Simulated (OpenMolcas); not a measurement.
# doublet CH3In− at 6 levels

Wanted: a comparison of 6 runs (UHF/3-21G, UHF/def2-SVPD, UB3LYP/def2-SVPD, UBHLYP/def2-SVPD, UM06-L/def2-SVPD, USVWN5/def2-SVPD) of doublet CH3In−. 

Program for the calculation: OpenMolcas 26.06.

5 further runs of the same task are left out: 5 that didn't finish.

## Step 1: The system as given

The species is CH3In− (5 atoms), meant as a doublet with charge -1. As SMILES of the parent species, `C[In]`. The shape is that of a PBE0-D4/def2-TZVP optimisation. That shape belongs to the parent species and isn't relaxed for this state.

Bond lengths: C1–In2 2.238 Å, C1–H3 1.096 Å, C1–H4 1.096 Å, C1–H5 1.096 Å. Angles: In2–C1–H3 111.3°, In2–C1–H4 111.3°, In2–C1–H5 111.3°, H3–C1–H4 107.6°, H3–C1–H5 107.6°, H4–C1–H5 107.6°.

## Step 2: The energy at UHF/3-21G (run 1)

Contents of input.xyz:

```xyz
5

C     -0.182770     0.073150    -0.070580
In     1.772750    -0.709460     0.684610
H     -0.972960    -0.040920     0.680150
H     -0.502560    -0.460530    -0.972760
H     -0.114460     1.137770    -0.321410
```

Contents of run.inp:

```
* CH3In Hartree-Fock
&gateway
baslib=$CurrDir
coord=input.xyz
basis=3-21G
group=NoSym
&seward
&scf
uhf
charge=-1
spin=2
thresholds=1e-10 1e-07 1e-07 1e-05
prorbitals=1 1
```

The basis set 3-21G is read from a file made from the Basis Set Exchange's data (not shown).

The run is started by

```console
$ export MOLCAS_MEM=1860
$ pymolcas run.inp > run.log
```

What it wrote:

```text
--- Start Module: gateway ---
[...]
--- Stop Module: gateway /rc=_RC_ALL_IS_WELL_ ---
--- Start Module: seward ---
[...]
      Basis functions           46
--- Stop Module: seward /rc=_RC_ALL_IS_WELL_ ---
[...]
--- Start Module: scf ---
[...]
       Convergence after 124 Iterations
[...]
::    Total SCF energy                              -5754.0953326161
[...]
      Total spin, S                                     0.5034281140
[...]
      Total electronic charge=   59.000000
      Total            charge=   -1.000000
[...]
      Dipole Moment (debye):
      Origin of the operator (angstrom)=    1.5386   -0.6157    0.5942
                   X= -1.5125E+00               Y=  6.2606E-01               Z= -5.5996E-01           Total=  1.7301E+00
      Center of Charge (angstrom)
[...]
--- Stop Module: scf /rc=_RC_ALL_IS_WELL_ ---
[...]
```

It took 17 s on 1 thread of AMD EPYC 7R43 (Zen 3), shared host; peak memory 0.38 GiB.

## Step 3: The energy at UHF/def2-SVPD (core potential) (run 2)

Contents of geom.xyz:

```xyz
5

C     -0.182770     0.073150    -0.070580
In     1.772750    -0.709460     0.684610
H     -0.972960    -0.040920     0.680150
H     -0.502560    -0.460530    -0.972760
H     -0.114460     1.137770    -0.321410
```

Contents of calc.inp:

```
>>> EXPORT MOLCAS_PRINT=2
&GATEWAY
BasLib=$CurrDir
Coord=geom.xyz
Basis=def2-SVPD
Group=NoSym
&SEWARD
&SCF
UHF
Charge=-1
Spin=2
Thresholds=1e-10 1e-07 1e-07 1e-05
PrOrbitals=1 1
```

The basis set def2-SVPD is read from a file made from the Basis Set Exchange's data (not shown).

The run is started by

```console
$ export MOLCAS_MEM=1860
$ pymolcas calc.inp > calc.log
```

What it wrote:

```text
--- Start Module: gateway ---
[...]
--- Stop Module: gateway /rc=_RC_ALL_IS_WELL_ ---
--- Start Module: seward ---
[...]
      Basis functions           76
--- Stop Module: seward /rc=_RC_ALL_IS_WELL_ ---
[...]
--- Start Module: scf ---
[...]
       Convergence after 106 Iterations
[...]
::    Total SCF energy                               -228.7658608217
[...]
      Total spin, S                                     0.5132194704
[...]
      Total electronic charge=   31.000000
      Total            charge=   -1.000000
[...]
      Dipole Moment (debye):
      Origin of the operator (angstrom)=    1.5386   -0.6157    0.5942
                   X= -1.1231E+00               Y=  5.5159E-01               Z= -4.5968E-01           Total=  1.3330E+00
      Center of Charge (angstrom)
[...]
--- Stop Module: scf /rc=_RC_ALL_IS_WELL_ ---
[...]
```

It took 50 s on 1 thread of AMD EPYC 7R43 (Zen 3), shared host; peak memory 0.43 GiB.

Runs 3 to 4 aren't shown in full; the table further down has their settings and results.

## Step 4: The energy at UM06-L/def2-SVPD (core potential) (run 5)

Contents of mol.inp:

```
* CH3In Kohn-Sham DFT

&GATEWAY
 BASLIB=$CurrDir
 BASISSET
 C.def2-SVPD....
 C1 -0.182770 0.073150 -0.070580 angstrom
 End of Basis
 BASISSET
 In.def2-SVPD....
 In2 1.772750 -0.709460 0.684610 angstrom
 End of Basis
 BASISSET
 H.def2-SVPD....
 H3 -0.972960 -0.040920 0.680150 angstrom
 H4 -0.502560 -0.460530 -0.972760 angstrom
 H5 -0.114460 1.137770 -0.321410 angstrom
 End of Basis

&SEWARD
 GRIDINPUT
 Grid=UltraFine
 End of Grid

&SCF
 UHF
 CHARGE=-1
 SPIN=2
 KSDFT=M06L
 THRESHOLDS=1e-10 1e-07 1e-07 1e-05
 PRORBITALS=1 2
```

The basis set def2-SVPD is read from a file made from the Basis Set Exchange's data (not shown).

The run is started by

```console
$ export MOLCAS_MEM=1860
$ pymolcas mol.inp > mol.log
```

What it wrote:

```text
--- Start Module: gateway ---
[...]
--- Stop Module: gateway /rc=_RC_ALL_IS_WELL_ ---
--- Start Module: seward ---
[...]
      Basis functions           76
--- Stop Module: seward /rc=_RC_ALL_IS_WELL_ ---
[...]
--- Start Module: scf ---
[...]
       Convergence after  52 Iterations
[...]
::    Total KS-DFT energy                            -230.1276461773
[...]
      Total spin, S                                     0.5024676177
[...]
      Total electronic charge=   31.000000
      Total            charge=   -1.000000
[...]
      Dipole Moment (debye):
      Origin of the operator (angstrom)=    1.5386   -0.6157    0.5942
                   X= -9.6282E-01               Y=  4.7749E-01               Z= -3.0004E-01           Total=  1.1158E+00
      Center of Charge (angstrom)
[...]
--- Stop Module: scf /rc=_RC_ALL_IS_WELL_ ---
[...]
```

Run time: 2.9 min. Hardware: 1 thread of AMD EPYC 7R43 (Zen 3), shared host; peak memory 0.43 GiB.

## Step 5: The energy at USVWN5/def2-SVPD (core potential) (run 6)

input.xyz is that of step 2.

Contents of job.input:

```
* CH3In Kohn-Sham DFT
>>> EXPORT MOLCAS_PRINT=2

&gateway
 baslib=$CurrDir
 coord=input.xyz
 basis=def2-SVPD
 group=NoSym

&seward
 gridinput
 Grid=UltraFine
 End of Grid

&scf
 uhf
 charge=-1
 spin=2
 ksdft=SVWN5
 thresholds=1e-10 1e-07 1e-07 1e-05
 prorbitals=1 2
```

The basis set def2-SVPD is read from a file made from the Basis Set Exchange's data (not shown).

The run is started by

```console
$ export MOLCAS_MEM=1860
$ pymolcas job.input > job.log
```

What it wrote:

```text
--- Start Module: gateway ---
[...]
--- Stop Module: gateway /rc=_RC_ALL_IS_WELL_ ---
--- Start Module: seward ---
[...]
      Basis functions           76
--- Stop Module: seward /rc=_RC_ALL_IS_WELL_ ---
[...]
--- Start Module: scf ---
[...]
       Convergence after 119 Iterations
[...]
::    Total KS-DFT energy                            -229.2982332242
[...]
      Total spin, S                                     0.5007095169
[...]
      Total electronic charge=   31.000000
      Total            charge=   -1.000000
[...]
      Dipole Moment (debye):
      Origin of the operator (angstrom)=    1.5386   -0.6157    0.5942
                   X= -5.5543E-01               Y=  3.1942E-01               Z= -2.3895E-01           Total=  6.8383E-01
      Center of Charge (angstrom)
[...]
--- Stop Module: scf /rc=_RC_ALL_IS_WELL_ ---
[...]
```

Run time: 2.2 min. Hardware: 1 thread of AMD EPYC 7R43 (Zen 3), shared host; peak memory 0.43 GiB.

## Step 6: Overview of the runs

```
run                              level  integration grid   energy (Eh)  HOMO energy (eV)  LUMO energy (eV)   ⟨S²⟩  wall time
  1                          UHF/3-21G                 –  -5754.095333              0.48              5.73  0.757       17 s
  2     UHF/def2-SVPD (core potential)                 –   -228.765861              0.05              5.23  0.777       50 s
  3  UB3LYP/def2-SVPD (core potential)         UltraFine   -230.072639              2.00              3.13  0.753    3.5 min
  4  UBHLYP/def2-SVPD (core potential)         UltraFine   -229.889312              1.29              3.99  0.756    3.5 min
  5  UM06-L/def2-SVPD (core potential)         UltraFine   -230.127646              2.47              2.86  0.755    2.9 min
  6  USVWN5/def2-SVPD (core potential)         UltraFine   -229.298233              2.44              2.46  0.751    2.2 min
```

## Step 7: Results

| quantity | value |
| --- | --- |
| run 6: total energy | -229.29823 Eh |
| run 6: HOMO energy (highest over α and β) | 2.44 eV |
| run 6: LUMO energy (lowest over α and β) | 2.46 eV |
| run 6: ⟨S²⟩ | 0.751 |

What this shows: Totals of different functionals can't be ranked against each other. Some runs of one species differ in core potentials or relativity; totals across that change don't compare. In runs 1, 2, 3, 4, 5, 6 the HOMO lies above zero, so the outermost electron may be held by the basis alone. In run 1 relativity is left out where basis or elements ask for it. All runs together took 13 min, the longest 3.5 min.
